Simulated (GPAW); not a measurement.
# WS2 in GPAW: band structure with LDA

Aim: the band structure of WS2 with LDA.

Everything below comes from runs of GPAW 26.7.0. Logs are shortened: lines on timing, memory, paths and dates and some standing lists are left out, and cuts for length are marked. The log counts tension as positive stress, the text compression.

## 1. The structure

The cell holds a slab with vacuum, 6 atoms: a = 3.180 Å, b = 3.180 Å, c = 22.450 Å, α = 90.00°, β = 90.00°, γ = 120.00°.

## 2. Band structure, LDA, spin-orbit coupling, no magnetisation

run.py

```python
import numpy as np
from ase import Atoms
from ase.dft.bandgap import bandgap
from ase.io import write
from ase.units import GPa
from ase.parallel import parprint
from gpaw import GPAW, PW
from gpaw.spinorbit import soc_eigenstates

atoms = Atoms(['S', 'S', 'S', 'S', 'W', 'W'],
              cell=[[3.1799999983, 0.0, 0.0],
                    [-1.5899999991, 2.7539607825, 0.0],
                    [0.0, 0.0, 22.45]],
              scaled_positions=[[0.66666667, 0.33333333, 0.29120267],
                                [0.66666667, 0.33333333, 0.43040089],
                                [0.3333333367, 0.6666666633, 0.56959911],
                                [0.3333333367, 0.6666666633, 0.70879733],
                                [0.3333333367, 0.6666666633, 0.36080178],
                                [0.66666667, 0.33333333, 0.63919822]],
              pbc=True)

calc = GPAW(mode=PW(600),
            xc='LDA',
            kpts={'size': (9, 9, 1), 'gamma': True},
            occupations={'name': 'fermi-dirac', 'width': 0.05},
            nbands=46,
            convergence={'density': 1e-05, 'energy': 1e-05},
            maxiter=150,
            txt='gpaw.txt')
atoms.calc = calc
energy = atoms.get_potential_energy()
forces = atoms.get_forces()
stress = atoms.get_stress()
calc.write('gs.gpw')
write('result.traj', atoms)
parprint(f'Energy: {energy:.6f} eV')
parprint('Forces (eV/A):')
parprint(forces.round(4))
parprint('Stress (GPa):', (stress / GPa).round(3))
parprint('Fermi level:', round(calc.get_fermi_level(), 4), 'eV')
parprint(f'Gap: {bandgap(calc)[0]:.4f} eV, direct: {bandgap(calc, direct=True)[0]:.4f} eV')

path = atoms.cell.bandpath('GMKGALHA,LM,KH', npoints=61, eps=1e-4)
bs_calc = calc.fixed_density(kpts=path, symmetry='off', nbands=78,
                             convergence={'bands': 'CBM+6.0', 'eigenstates': 1e-6}, txt='bands.txt')
bs = bs_calc.band_structure()
bs.write('bs.json')
parprint(f'Gap on the path: {bandgap(bs_calc)[0]:.4f} eV')

soc = soc_eigenstates(bs_calc, theta=90, phi=0)
np.savetxt('soc_bands.dat', soc.eigenvalues(), fmt='%.4f')
mesh = soc_eigenstates('gs.gpw', theta=90, phi=0)
np.savetxt('soc_mesh.dat', mesh.eigenvalues(), fmt='%.4f')
parprint('Fermi level with spin-orbit coupling:', round(mesh.fermi_level, 4), 'eV')
```

Potentials or basis: the program's PAW data sets (release 1.2.1) made for this functional, pw.

Started as:

```bash
> OMP_NUM_THREADS=1 mpirun -n 4 gpaw python run.py
```

gpaw.txt:

```text
__  _  _
 | _ |_)|_||  |
 |__||  | ||/\| - 26.7.0

Input parameters:
  mode=PW(ecut=600.0),
  convergence={'density': 1e-05, 'energy': 1e-05},
  kpts=MonkhorstPack(size=(9, 9, 1), gamma=True),
  maxiter=150,
  nbands=46,
  occupations=Occupations(name='fermi-dirac', width=0.05),
  xc=XC(name='LDA')

Diagonalizing LCAO Hamiltonian
Converting LCAO to pw mode

        S

           W
        S

           S
        W

           S

Atoms  # Å, Bohr magnetons
|   | symbol |        x |        y |         z |    initial magnetic moments |
|---|--------|----------|----------|-----------|-----------------------------|
| 0 |      S | 1.590000 | 0.917987 |  6.537500 | ( 0.0000,  0.0000,  0.0000) |
| 1 |      S | 1.590000 | 0.917987 |  9.662500 | ( 0.0000,  0.0000,  0.0000) |
| 2 |      S | 0.000000 | 1.835974 | 12.787500 | ( 0.0000,  0.0000,  0.0000) |
| 3 |      S | 0.000000 | 1.835974 | 15.912500 | ( 0.0000,  0.0000,  0.0000) |
| 4 |      W | 0.000000 | 1.835974 |  8.100000 | ( 0.0000,  0.0000,  0.0000) |
| 5 |      W | 1.590000 | 0.917987 | 14.350000 | ( 0.0000,  0.0000,  0.0000) |

Unit cell  # Å
| periodic |         x |        y |         z |   lengths |     angles |
|----------|-----------|----------|-----------|-----------|------------|
|      yes |  3.180000 | 0.000000 |  0.000000 |  3.180000 |  90.000000 |
|      yes | -1.590000 | 2.753961 |  0.000000 |  3.180000 |  90.000000 |
|      yes |  0.000000 | 0.000000 | 22.450000 | 22.450000 | 120.000000 |

Number of symmetries: 12
Symmetry operations  # r_c * U_cc + t_c -> r_c
|    | kind |            matrix            |
|----|------|------------------------------|
|  0 |  σ   |  1, 1, 0,  0,-1, 0,  0, 0, 1 |
|  1 |  S6  |  1, 1, 0, -1, 0, 0,  0, 0,-1 |
|  2 |  E   |  1, 0, 0,  0, 1, 0,  0, 0, 1 |
|  3 |  C2  |  1, 0, 0, -1,-1, 0,  0, 0,-1 |
|  4 |  C2  |  0, 1, 0,  1, 0, 0,  0, 0,-1 |
|  5 |  C3  |  0, 1, 0, -1,-1, 0,  0, 0, 1 |
|  6 |  S6  |  0,-1, 0,  1, 1, 0,  0, 0,-1 |
|  7 |  σ   |  0,-1, 0, -1, 0, 0,  0, 0, 1 |
|  8 |  σ   | -1, 0, 0,  1, 1, 0,  0, 0, 1 |
|  9 |  i   | -1, 0, 0,  0,-1, 0,  0, 0,-1 |
| 10 |  C3  | -1,-1, 0,  1, 0, 0,  0, 0, 1 |
| 11 |  C2  | -1,-1, 0,  0, 1, 0,  0, 0,-1 |

BZ-sampling:
  Number of BZ points: 81
  Number of IBZ points: 12

  Monkhorst-Pack size: [9, 9, 1]
  Monkhorst-Pack shift: [0, 0, 0]

K-points  # in reciprocal-cell coordinates
|     |                                coordinates |     weight |
|-----|--------------------------------------------|------------|
|   0 | (  0.00000000,   0.00000000,   0.00000000) | 0.01234568 |
|   1 | (  0.11111111,   0.00000000,   0.00000000) | 0.07407407 |
|   2 | (  0.22222222,  -0.11111111,   0.00000000) | 0.07407407 |
|   3 | (  0.22222222,   0.00000000,   0.00000000) | 0.07407407 |
|   4 | (  0.33333333,  -0.11111111,   0.00000000) | 0.14814815 |
|   5 | (  0.33333333,   0.00000000,   0.00000000) | 0.07407407 |
|   6 | (  0.33333333,   0.33333333,   0.00000000) | 0.02469136 |
|   7 | (  0.44444444,  -0.22222222,   0.00000000) | 0.07407407 |
|   8 | (  0.44444444,  -0.11111111,   0.00000000) | 0.14814815 |
|   9 | (  0.44444444,   0.00000000,   0.00000000) | 0.07407407 |
| ... |                                            |            |
|  11 | (  0.44444444,   0.44444444,   0.00000000) | 0.07407407 |

Plane wave coefficients: 6601
Cutoff: 600.0 eV

Spin-components: 1 (collinear spins)
Bands:           46
Projectors:      32
Spin-degeneracy: 2
Datatype:        complex128

Parallelization:
  kpt:    4
  domain: 1
  band:   1

Density:
  Valence electrons: 52.0
  Components: 1
  Grid points: [ 18  18 128]
  Charge: 0.0  # |e|

Potential:
  Grid points: [ 18  18 128]

species:
  S:
    name:    Sulfur
    Z:       16.0
    valence: 6
    core:    10
    charge:  0.0  # [|e|]
    compensation charges:
      type: gauss
      rc: 0.24  # [Å]
      lmax: 2
    cutoffs:
      filter: 1.77  # [Å]
      core: 1.66  # [Å]
    projectors
    | kind |    occ | energy [eV] | rcut [Å] |
    |------|--------|-------------|----------|
    |   3s |  2.000 |     -17.278 |    0.974 |
    |   3p |  4.000 |      -7.106 |    0.979 |
    |    s |        |       9.933 |    0.974 |
    |    p |        |      20.105 |    0.979 |
    |    d |        |       0.000 |    0.900 |

    Using partial waves for S as LCAO basis

  W:
    name:    Tungsten
    Z:       74.0
    valence: 14
    core:    60
    charge:  0.0  # [|e|]
    compensation charges:
      type: gauss
      rc: 0.40  # [Å]
      lmax: 2
    cutoffs:
      filter: 2.36  # [Å]
      core: 3.02  # [Å]
    projectors
    | kind |    occ | energy [eV] | rcut [Å] |
    |------|--------|-------------|----------|
    |   5s |  2.000 |     -79.053 |    1.344 |
    |   6s |  2.000 |      -5.886 |    1.344 |
    |   5p |  6.000 |     -43.417 |    1.355 |
    |   6p |  0.000 |      -1.469 |    1.355 |
    |   5d |  4.000 |      -4.693 |    1.228 |
    |    d |        |      22.518 |    1.228 |

    Using partial waves for W as LCAO basis

Reference energy: -920330.548201  # eV

eigensolver:
  PPCG
  Converge bands: occupied
  niter=2

density mixing:
  MSR1-Mixer
  Pratt-step length: 0.05
  Maximum mixing coefficient: 0.75
  Old densities: 10
  SVD Regularization: 0.005
  Good broyden scale: 1.0
  Trust region scale: 1.0
  Backstep threshold: 4.0
  History deletion threshold: 6.0
  Fourier metric: weight=20.0, sigma=0.015

occupation numbers:
  Fermi-Dirac:
    width: 0.0500  # eV

poisson solver:
  ecut: 4800.0  # eV

xc functional:
  name: None

convergence criteria:
- Maximum integral of absolute [dens]ity change: 1e-05 electrons / valence electron
- Maximum [total energy] change in last 3 cyles: 1e-05 eV / valence electron
- Maximum integral of absolute [eigenst]ate change: 4e-08 eV^2 / valence electron
maximum number of iterations: 150

SCF iterations
|iter     | |      energy | eigst |  dens |
|---------|-|-------------|-------|-------|
|iter:   1| |  -50.219001 | +0.43 |       |
|iter:   2| |  -50.411141 | -1.25 | -1.20 |
|iter:   3| |  -50.868319 | -1.07 | -1.23 |
|iter:   4| |  -50.014924 | -1.61 | -1.26 |
|iter:   5| |  -50.040457 | -1.87 | -1.58 |
|iter:   6| |  -49.761522 | -2.34 | -1.64 |
|iter:   7| |  -49.746532 | -3.44 | -2.00 |
|iter:   8| |  -49.746259 | -4.20 | -2.73 |
|iter:   9| |  -49.746261c| -5.07 | -3.30 |
|iter:  10| |  -49.746259c| -5.71 | -3.99 |
|iter:  11| |  -49.746259c| -6.18 | -4.59 |
|iter:  12| |  -49.746259c| -6.75 | -5.23c|
|iter:  13| |  -49.746259c| -7.12 | -5.64c|
|iter:  14| |  -49.746259c| -7.55c| -6.38c|

Converged in 14 steps
Energy contributions relative to reference atoms: (reference = -920330.548201)

Energy contributions:
  Kinetic:          24.055595
  Coulomb:         -29.011038
  Zero:              0.200430
  External:          0.000000
  Xc:              -44.991246
  Entropy:          -0.000000
  Spinorbit:         0.000000
  ----------------------------
  Free energy:     -49.746259
  Extrapolated:    -49.746259

dipole moment: (0.000004, 0.000006, 0.000053)  # |e|*Ang

Fermi level: 2.608
Eigenvalues  # (at kpt = [0.000, 0.000, 0.000])
| band index |      eig [eV] | occ [0-2] |
|------------|---------------|-----------|
|          0 |       -72.212 |     2.000 |
|        ... |               |           |
|         18 |        -1.039 |     2.000 |
|         19 |        -0.087 |     2.000 |
|         20 |        -0.087 |     2.000 |
|         21 |        -0.066 |     2.000 |
|         22 |        -0.066 |     2.000 |
|         23 |        -0.017 |     2.000 |
|         24 |         1.332 |     2.000 |
|         25 |         1.969 |     2.000 |
|         26 |         4.429 |     0.000 |
|         27 |         4.429 |     0.000 |
|         28 |         4.435 |     0.000 |
|         29 |         4.435 |     0.000 |
|         30 |         4.593 |     0.000 |
|         31 |         4.593 |     0.000 |
|         32 |         4.668 |     0.000 |
|         33 |         4.668 |     0.000 |
|        ... |               |           |
|         45 |        12.095 |     0.000 |

Gap: 1.358 eV
Transition (v -> c):
  (s=0, k=0, n=25, [0.00, 0.00, 0.00]) -> (s=0, k=6, n=26, [0.33, 0.33, 0.00])
Direct/indirect transitions are different
Direct gap: 1.759 eV
Transition at: (s=0, k=6, n=25, [0.33, 0.33, 0.00])

Forces  # eV/Ang
|        x |        y |        z |
|----------|----------|----------|
|  0.00000 |  0.00000 |  0.48793 |  # S    0
| -0.00000 |  0.00000 | -0.40484 |  # S    1
|  0.00000 |  0.00000 |  0.40484 |  # S    2
| -0.00000 | -0.00000 | -0.48793 |  # S    3
|  0.00000 |  0.00000 | -0.02239 |  # W    4
|  0.00000 |  0.00000 |  0.02239 |  # W    5

Stress tensor  # eV/Ang^3
|         x |         y |        z |
|-----------|-----------|----------|
|  0.023605 | -0.000000 | 0.000000 |
| -0.000000 |  0.023605 | 0.000000 |
|  0.000000 |  0.000000 | 0.016434 |

# Writing to gs.gpw (mode='')
```

It took 1.8 min on 4 MPI ranks of Intel Xeon Platinum 8375C at 2.90GHz (Ice Lake), shared host; peak memory 0.47 GiB.

Results:

- Free energy: -49.7463 eV
- Largest force: 0.488 eV/Å
- Band gap on the k mesh: 1.29 eV, indirect (least direct gap 1.51 eV)
- Band gap along the path: 1.28 eV, indirect (least direct gap 1.51 eV)

Forces on the atoms (eV/Å):
```
S    0.000  0.000  0.488
S    0.000  0.000 -0.405
S    0.000  0.000  0.405
S    0.000  0.000 -0.488
W    0.000  0.000 -0.022
W    0.000  0.000  0.022
```

Levels at the corners of the path, in eV from the valence-band top:
```
point  band 49  band 50  band 51  band 52  band 53  band 54  band 55  band 56
    Γ    -0.63    -0.63     0.00     0.00     2.36     2.36     2.37     2.37
    M    -1.24    -1.24    -1.20    -1.20     2.25     2.25     2.27     2.27
    K    -0.69    -0.69    -0.23    -0.23     1.28     1.28     1.32     1.32
    Γ    -0.63    -0.63     0.00     0.00     2.36     2.36     2.37     2.37
    A    -0.63    -0.63     0.00     0.00     2.36     2.36     2.37     2.37
    L    -1.24    -1.24    -1.20    -1.20     2.25     2.25     2.27     2.27
    H    -0.69    -0.69    -0.23    -0.23     1.28     1.28     1.32     1.32
    A    -0.63    -0.63     0.00     0.00     2.36     2.36     2.37     2.37
    L    -1.24    -1.24    -1.20    -1.20     2.25     2.25     2.27     2.27
    M    -1.24    -1.24    -1.20    -1.20     2.25     2.25     2.27     2.27
    K    -0.69    -0.69    -0.23    -0.23     1.28     1.28     1.32     1.32
    H    -0.69    -0.69    -0.23    -0.23     1.28     1.28     1.32     1.32
```

Caveat: spin-orbit coupling was added after a scalar SCF, so levels and gaps hold it while energy, forces, pressure and moments don't; this program's spin-orbit splittings come out too wide for heavy elements. Expect the measured gap to be larger: semilocal functionals such as LDA lack the derivative discontinuity.
